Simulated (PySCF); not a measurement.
**How the numerical set-up moves the result for GeB⁺ (triplet)**

The method stays; parts of the set-up, such as the basis or the Hamiltonian, are changed.

Method: method and basis as typed in the scripts; program: PySCF 2.14.0.

5 further runs of the same task are left out: 5 that didn't finish.

## Step 1: Where the work starts

GeB⁺ (triplet): 2 atoms, charge 1, spin multiplicity 3.

Bond lengths: Ge1–B2 2.075 Å.

## Step 2: Base script

The input, input.py:

```python
from pyscf import gto, scf
from pyscf.geomopt.geometric_solver import optimize

mol = gto.M(
    atom='Ge 0 0 0; B 0 0 2.075',
    basis='x2c-svpall',
    charge=1,
    spin=2,
    symmetry=True,
    verbose=4,
)
mf = scf.UHF(mol)
mf = mf.sfx2c1e()
mf.kernel()
mol_eq = optimize(mf, maxsteps=30)
print('optimised geometry (angstrom)')
print(mol_eq.tostring('raw'))
print('orbital energies (hartree):', [e[max(0, n-3):n+3].round(4) for e, n in zip(mf.mo_energy, mol.nelec)])
```

Launch:

```console
OMP_NUM_THREADS=1 python input.py
```

The log of this run is left out.

Base result: at the starting geometry E(SCF) = -2120.949652 Eh, ⟨S²⟩ = 2.096, optimised bond 1.999 Å in 5 steps; the optimisation lowers the energy by 0.030 eV.

The triplet is typed in the script; nothing here shows that it is the ground state.

## Step 3: Density fitting cc-pvdz-jkfit

Edit 1 changes density fitting: none → cc-pvdz-jkfit.

The input, input.py:

```python
from pyscf import gto, scf
from pyscf.geomopt.geometric_solver import optimize

mol = gto.M(
    atom='Ge 0 0 0; B 0 0 2.075',
    basis='x2c-svpall',
    charge=1,
    spin=2,
    symmetry=True,
    verbose=4,
)
mf = scf.UHF(mol)
mf = mf.sfx2c1e()
mf = mf.density_fit(auxbasis='cc-pvdz-jkfit')
mf.kernel()
mol_eq = optimize(mf, maxsteps=30)
print('optimised geometry (angstrom)')
print(mol_eq.tostring('raw'))
print('orbital energies (hartree):', [e[max(0, n-3):n+3].round(4) for e, n in zip(mf.mo_energy, mol.nelec)])
```

Launch:

```console
OMP_NUM_THREADS=1 python input.py
```

## Step 4: Jorge-dzp (X2C off)

Edit 2 changes basis set: x2c-svpall → jorge-dzp; spin-free X2C: on → off.

Changes to input.py since step 2:

```diff
@@ -5,3 +5,3 @@
     atom='Ge 0 0 0; B 0 0 2.075',
-    basis='x2c-svpall',
+    basis='jorge-dzp',
     charge=1,
@@ -12,3 +12,2 @@
 mf = scf.UHF(mol)
-mf = mf.sfx2c1e()
 mf.kernel()
```

## Step 5: Sbkjc (core potential on, X2C off)

Edit 3 changes basis set: x2c-svpall → sbkjc; core potential: off → on; spin-free X2C: on → off. The core potential changes with it: totals don't compare.

Changes to input.py since step 2:

```diff
@@ -5,3 +5,4 @@
     atom='Ge 0 0 0; B 0 0 2.075',
-    basis='x2c-svpall',
+    basis='sbkjc',
+    ecp={'Ge': 'sbkjc', 'B': 'sbkjc'},
     charge=1,
@@ -12,3 +13,2 @@
 mf = scf.UHF(mol)
-mf = mf.sfx2c1e()
 mf.kernel()
```

## Step 6: Def2-svpd (X2C off)

Edit 4 changes basis set: x2c-svpall → def2-svpd; spin-free X2C: on → off.

Changes to input.py since step 2:

```diff
@@ -5,3 +5,3 @@
     atom='Ge 0 0 0; B 0 0 2.075',
-    basis='x2c-svpall',
+    basis='def2-svpd',
     charge=1,
@@ -12,3 +12,2 @@
 mf = scf.UHF(mol)
-mf = mf.sfx2c1e()
 mf.kernel()
```

## Step 7: Def2-svp (X2C off)

Edit 5 changes basis set: x2c-svpall → def2-svp; spin-free X2C: on → off.

Changes to input.py since step 2:

```diff
@@ -5,3 +5,3 @@
     atom='Ge 0 0 0; B 0 0 2.075',
-    basis='x2c-svpall',
+    basis='def2-svp',
     charge=1,
@@ -12,3 +12,2 @@
 mf = scf.UHF(mol)
-mf = mf.sfx2c1e()
 mf.kernel()
```

**Question.** What will these runs give? Wanted: for each run, E(SCF); from base; gap, α spin; after the SCF.

The runs gave:

| run | E(SCF) (hartree) | from base (eV) | cycles | gap, α spin (eV) | functions | after the SCF |
| --- | --- | --- | --- | --- | --- | --- |
| base | -2120.949652 | 0 | 17 | 7.94 | 46 | bond 1.999 Å, -0.030 eV |
| density fitting cc-pvdz-jkfit | -2120.419228 | +14.4336 | 17 | 7.90 | 46 | bond 1.993 Å, -0.035 eV |
| jorge-dzp (X2C off) | -2099.521170 | not comparable | 16 | 7.69 | 58 | bond 1.994 Å, -0.032 eV |
| sbkjc (core potential on, X2C off) | -5.934077 | not comparable | 15 | 7.50 | 16 | bond 2.131 Å, -0.011 eV |
| def2-svpd (X2C off) | -2099.306601 | not comparable | 17 | 7.95 | 58 | bond 2.004 Å, -0.027 eV |
| def2-svp (X2C off) | -2099.304446 | not comparable | 17 | 7.94 | 46 | bond 2.001 Å, -0.029 eV |

SCF columns refer to the geometry typed in the script.

**Reading.** Total energies from different bases, Hamiltonians or methods carry different errors, so properties are taken as differences within one set-up.
